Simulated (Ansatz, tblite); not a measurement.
# C11H21AgS: rung by rung

An exercise on one series of results from a longer session: the logs are not shown, and one member is left open.

Computed with Ansatz 0.2.0, Gaussian basis. Level: as each input shows.

The runs, in order: GFN1-xTB, GFN2-xTB, PBE-D4/def2-TZVP, r2SCAN-D4/def2-TZVP, PBE-D4/def2-SVP, PBE0-D4/def2-SVP, MP2/def2-SVP.

8 further runs of the same task are left out: 4 that didn't finish, 4 set aside as unsound or not needed.

### The geometry

The singlet was relaxed beforehand with PBE-D4/def2-SVP.

SMILES `C=CCCCCCCCCC[S][Ag]`, 34 atoms, charge 0, spin multiplicity 1.

Bond lengths: C1–C2 1.345 Å, C1–H14 1.102 Å, C1–H15 1.104 Å, C2–C3 1.504 Å, C2–H16 1.106 Å, C3–C4 1.543 Å, C3–H17 1.111 Å, C3–H18 1.115 Å, C4–C5 1.533 Å, C4–H19 1.113 Å, C4–H20 1.111 Å, C5–C6 1.535 Å, C5–H21 1.114 Å, C5–H22 1.111 Å, C6–C7 1.534 Å, C6–H23 1.113 Å, C6–H24 1.113 Å, C7–C8 1.535 Å and more. Angles: C2–C1–H14 121.8°, C2–C1–H15 121.4°, H14–C1–H15 116.9°, C1–C2–C3 125.1°, C1–C2–H16 118.4°, C3–C2–H16 116.5°, C2–C3–C4 114.4°, C2–C3–H17 109.2°, C2–C3–H18 109.1°, C4–C3–H17 109.1°, C4–C3–H18 108.3°, H17–C3–H18 106.4°, C3–C4–C5 114.7°, C3–C4–H19 108.9°, C3–C4–H20 108.0°, C5–C4–H19 109.3°, C5–C4–H20 109.5°, H19–C4–H20 106.1° and more.

Ag takes a core potential in the def2 sets. No spin-orbit coupling is included.

PBE0-D4/def2-TZVP was run before; its log isn't repeated, and its numbers join the tables.

Set-up of the first run:

Tight binding, by tblite at 300 K electronic temperature and without a spin-polarisation term:

```python
tblite.interface.Calculator('GFN1-xTB', numbers, positions, charge=0, uhf=0).singlepoint()
```

Tight binding, by tblite at 300 K electronic temperature and without a spin-polarisation term:

```python
tblite.interface.Calculator('GFN2-xTB', numbers, positions, charge=0, uhf=0).singlepoint()
```

start.molden holds the orbitals of an earlier run on this state, given as this run's starting guess.

Input file in.yaml:

```yaml
crystal:
  periodic: [false, false, false]
  atoms:
    - {symbol: C, position_ang: [-5.752539, -0.638211, 0.623908]}
    - {symbol: C, position_ang: [-4.872280, 0.046773, -0.128570]}
    - {symbol: C, position_ang: [-3.922717, -0.565300, -1.121769]}
    - {symbol: C, position_ang: [-2.434869, -0.469727, -0.724030]}
    - {symbol: C, position_ang: [-1.888528, 0.959425, -0.624181]}
    - {symbol: C, position_ang: [-0.416150, 1.046751, -0.198159]}
    - {symbol: C, position_ang: [0.582367, 0.463072, -1.206117]}
    - {symbol: C, position_ang: [2.056055, 0.639001, -0.814607]}
    - {symbol: C, position_ang: [2.486557, -0.146918, 0.429380]}
    - {symbol: C, position_ang: [3.969772, 0.024570, 0.773880]}
    - {symbol: C, position_ang: [4.405588, -0.784859, 1.993650]}
    - {symbol: S, position_ang: [6.136775, -0.519050, 2.549037]}
    - {symbol: Ag, position_ang: [7.372852, -1.043649, 0.635775]}
    - {symbol: H, position_ang: [-6.415341, -0.133503, 1.344546]}
    - {symbol: H, position_ang: [-5.846150, -1.735283, 0.543645]}
    - {symbol: H, position_ang: [-4.821893, 1.145436, -0.010345]}
    - {symbol: H, position_ang: [-4.190487, -1.632632, -1.272578]}
    - {symbol: H, position_ang: [-4.054689, -0.064658, -2.108780]}
    - {symbol: H, position_ang: [-2.288117, -0.987936, 0.250040]}
    - {symbol: H, position_ang: [-1.842648, -1.042496, -1.469754]}
    - {symbol: H, position_ang: [-2.021260, 1.471454, -1.605104]}
    - {symbol: H, position_ang: [-2.499001, 1.536643, 0.102856]}
    - {symbol: H, position_ang: [-0.299835, 0.541433, 0.786304]}
    - {symbol: H, position_ang: [-0.154382, 2.113592, -0.020296]}
    - {symbol: H, position_ang: [0.378895, -0.620092, -1.359744]}
    - {symbol: H, position_ang: [0.410396, 0.944521, -2.194607]}
    - {symbol: H, position_ang: [2.268434, 1.720697, -0.654882]}
    - {symbol: H, position_ang: [2.698074, 0.331207, -1.669465]}
    - {symbol: H, position_ang: [2.262774, -1.227354, 0.274631]}
    - {symbol: H, position_ang: [1.874277, 0.163326, 1.304771]}
    - {symbol: H, position_ang: [4.202200, 1.097251, 0.949486]}
    - {symbol: H, position_ang: [4.597304, -0.279962, -0.097093]}
    - {symbol: H, position_ang: [3.802115, -0.485871, 2.880284]}
    - {symbol: H, position_ang: [4.216453, -1.867650, 1.837910]}
basis:
  gaussian: {orbitals: def2-TZVP, initial_orbitals: start.molden}
hamiltonian: {xc: pbe, dispersion: d4}
scf: {omitted_lower_state_checks: [starts]}
output: {forces: true, orbitals: {seedname: orbitals}}
```

Run with:

```
ansatz run in.yaml --threads 6 --pin off --events-out ev --progress --plain --max-ram 7833MiB
```

Among the steps run: PBE-D4/def2-TZVP; r2SCAN-D4/def2-TZVP; PBE-D4/def2-SVP; PBE0-D4/def2-SVP; MP2/def2-SVP.

One of the session's tables, all rows but one given; the rest of the session is left out.

It belongs to the step «Binding energy». 

```
              level  binding an atom (eV)
        HF/def2-SVP                 3.134
    PBE-D4/def2-SVP                 4.248
   PBE-D4/def2-TZVP                     ?
r2SCAN-D4/def2-TZVP                 4.125
   PBE0-D4/def2-SVP                 4.196
  PBE0-D4/def2-TZVP                 4.149
       MP2/def2-SVP                 3.995
```

Estimate the missing values for PBE-D4/def2-TZVP.

The run gave: binding an atom (eV): 4.205. In the column «binding an atom (eV)» it lies between PBE0-D4/def2-SVP (4.196) and PBE-D4/def2-SVP (4.248).

Limits of these values: Free atoms were run apart at each level; binding is atoms less cluster, divided by the number of atoms, without zero-point or spin-orbit terms.
